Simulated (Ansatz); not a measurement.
# SrCrF6: the cost of one run

Method: DFT PBEsol+U (U_eff = 1 eV on Cr d), plane waves, PAW, in Ansatz 0.2.0.

## 1. Starting point

It takes space group R-3m (No. 166, trigonal). The conventional cell has a = 7.109 Å, b = 7.109 Å, c = 6.863 Å, α = 90.00°, β = 90.00°, γ = 120.00°. Sr (site symmetry -3m) has 12 F at 2.57 to 2.92 Å as nearest neighbours. Around Cr (site symmetry -3m) lie 6 F at 1.81 Å. F (site symmetry m) has 1 Cr at 1.81 Å and 1 Sr at 2.57 Å as nearest neighbours.

Structure file:

```cif
data_structure
_symmetry_space_group_name_H-M 'R-3m:H'
_symmetry_Int_Tables_number 166
_cell_length_a 7.1090
_cell_length_b 7.1090
_cell_length_c 6.8630
_cell_angle_alpha 90.000
_cell_angle_beta 90.000
_cell_angle_gamma 120.000
_cell_volume 300.37
loop_
_atom_site_label
_atom_site_type_symbol
_atom_site_symmetry_multiplicity
_atom_site_Wyckoff_symbol
_atom_site_fract_x
_atom_site_fract_y
_atom_site_fract_z
_atom_site_occupancy
Sr1 Sr 3 b 0.00000 0.00000 0.50000 1
Cr1 Cr 3 a 0.00000 0.00000 0.00000 1
F1 F 18 h 0.79167 0.20833 0.47133 1
```

## 2. Ferromagnetic start, free, symmetry kept, no search

File input.yaml:

```yaml
crystal:
  lattice:
    - [3.55449901, 2.05219096, 2.28767]
    - [-3.55449901, 2.05219096, 2.28767]
    - [0.0, -4.10438192, 2.28767]
  atoms:
    - { symbol: Sr, position: [0.5, 0.5, 0.5] }
    - { symbol: Cr, position: [0.0, 0.0, 0.0], spin: 2.0 }
    - { symbol: F, position: [0.263, 0.888, 0.263] }
    - { symbol: F, position: [0.263, 0.263, 0.888] }
    - { symbol: F, position: [0.888, 0.263, 0.263] }
    - { symbol: F, position: [0.737, 0.112, 0.737] }
    - { symbol: F, position: [0.112, 0.737, 0.737] }
    - { symbol: F, position: [0.737, 0.737, 0.112] }
basis:
  ecutwfc: 420
  ecutrho_ratio: 4
kpoints:
  mp_grid: { grid: [4, 4, 4] }
hamiltonian:
  xc: pbesol
  hubbard: { sites: [{ site: 1, l: d, u_eff: 1.0 }] }
scf:
  occupations: { method: gaussian, width: 0.05 }
  lower_state_search: "off"
  max_iter: 150
output:
  forces: true
  stress: true
  eigenvalues: true
  populations: true
  hubbard: { sites: [{ site: 1, l: d }] }
magnetization:
  spin_polarized: true
```

Launch:

```
> ansatz run input.yaml --threads 4 --pin off --max-ram 6144MiB --backend cpu --events-out ev --progress --plain --runs-dir out
```

**Question.** How long does this run take on 4 threads of Arm Neoverse V1, shared host, and how much memory does it need?

About 4 s, with a peak of 0.49 GiB.
